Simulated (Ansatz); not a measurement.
# CH₅ClFInSi: up Jacob's ladder to CCSD(T)

One table from this session's results is given with a row withheld; the runs are named, their logs left out.

Computed with Ansatz 0.2.0, Gaussian basis. Level: functionals in def2-TZVPP, the program's frozen cores in correlated methods.

Plan: LDA (SPW92), PBE-D4, revPBE-D4, BLYP-D4, r2SCAN-D4, B97M-V, PBE0-D4, B3LYP-D4, r2SCANh-D4, r2SCAN0-D4, HSE06-D4, BHLYP-D4, CAM-B3LYP-D4, LC-ωPBE, ωB97X-V, ωB97M-V, B2PLYP, PBE-QIDH; CCSD(T)/def2-SVP; CCSD(T)/def2-TZVPP; MP2/def2-QZVPP; extrapolation to the limit; RPA on PBE.

### Structure used throughout

All runs share one geometry, relaxed beforehand with PBE0-D4 in a triple-zeta def2 set. In takes the def2 core potential; no spin-orbit term is included.

SMILES `[F][InH][CH]([SiH3])Cl`, 10 atoms, charge 0, spin multiplicity 1.

Atoms are counted from 1 here; the program's logs count them from 0.

Bond lengths: F1–In2 1.964 Å, In2–C3 2.154 Å, In2–H6 1.698 Å, C3–Si4 1.878 Å, C3–Cl5 1.809 Å, C3–H7 1.091 Å, Si4–H8 1.488 Å, Si4–H9 1.480 Å, Si4–H10 1.487 Å. Angles: F1–In2–C3 106.9°, F1–In2–H6 114.0°, C3–In2–H6 139.0°, In2–C3–Si4 114.7°, In2–C3–Cl5 102.8°, In2–C3–H7 111.0°, Si4–C3–Cl5 109.8°, Si4–C3–H7 111.5°, Cl5–C3–H7 106.4°, C3–Si4–H8 107.4°, C3–Si4–H9 109.9°, C3–Si4–H10 109.6°, H8–Si4–H9 110.6°, H8–Si4–H10 109.5°, H9–Si4–H10 109.8°.

Set-up of the first run:

in.yaml reads:

```yaml
crystal:
  periodic: [false, false, false]
  atoms:
    - {symbol: F, position_ang: [-2.247012, -0.512733, 1.218293]}
    - {symbol: In, position_ang: [-1.548619, 1.096528, 0.334945]}
    - {symbol: C, position_ang: [0.424753, 0.611929, -0.380789]}
    - {symbol: Si, position_ang: [0.884025, -1.204050, -0.243571]}
    - {symbol: Cl, position_ang: [1.493669, 1.597615, 0.696074]}
    - {symbol: H, position_ang: [-2.579028, 2.441566, 0.438282]}
    - {symbol: H, position_ang: [0.577410, 0.988353, -1.393096]}
    - {symbol: H, position_ang: [-0.021968, -1.961559, -1.148118]}
    - {symbol: H, position_ang: [0.723513, -1.660392, 1.155401]}
    - {symbol: H, position_ang: [2.293258, -1.397257, -0.677411]}
basis:
  gaussian: {orbitals: def2-TZVPP}
hamiltonian: {xc: lda}
output: {orbitals: {seedname: orbitals}}
```

Started as:

```
ansatz run in.yaml --threads 4 --pin off --events-out ev --progress --plain --max-ram 10444MiB
```

Among the steps run: LDA; PBE-D4 (GGA); revPBE-D4 (GGA); BLYP-D4 (GGA); r2SCAN-D4 (meta-GGA); B97M-V (meta-GGA); PBE0-D4 (hybrid); B3LYP-D4 (hybrid); r2SCANh-D4 (hybrid); r2SCAN0-D4 (hybrid); HSE06-D4 (hybrid); BHLYP-D4 (hybrid); CAM-B3LYP-D4 (range-separated); LC-ωPBE (range-separated); ωB97X-V (range-separated); ωB97M-V (range-separated); B2PLYP (double hybrid); PBE-QIDH (double hybrid).

One table of the session follows, with a row left open; its other results are not shown here.

It belongs to the step «Orbital energies across the functionals». 

```
  functional  HOMO (eV)  LUMO (eV)  gap (eV)
 LDA (SPW92)      -6.69      -2.77      3.92
      PBE-D4      -6.52      -2.49      4.03
   revPBE-D4          ?          ?         ?
     BLYP-D4      -6.39      -2.46      3.94
   r2SCAN-D4      -6.76      -2.26      4.51
      B97M-V      -6.87      -2.52      4.35
     PBE0-D4      -7.71      -1.76      5.95
    B3LYP-D4      -7.51      -2.05      5.46
  r2SCANh-D4      -7.21      -2.00      5.21
  r2SCAN0-D4      -7.88      -1.62      6.26
    HSE06-D4      -7.32      -2.12      5.20
    BHLYP-D4      -8.81      -1.13      7.68
CAM-B3LYP-D4      -9.02      -0.96      8.06
     LC-ωPBE     -10.32       0.21     10.52
     ωB97X-V      -9.98       0.04     10.02
     ωB97M-V      -9.84      -0.25      9.60
```

Q: Estimate the row for revPBE-D4 from the others.

The run gave: HOMO (eV): -6.45; LUMO (eV): -2.37; gap (eV): 4.09. In the column «HOMO (eV)» it lies between PBE-D4 (-6.52) and BLYP-D4 (-6.39).
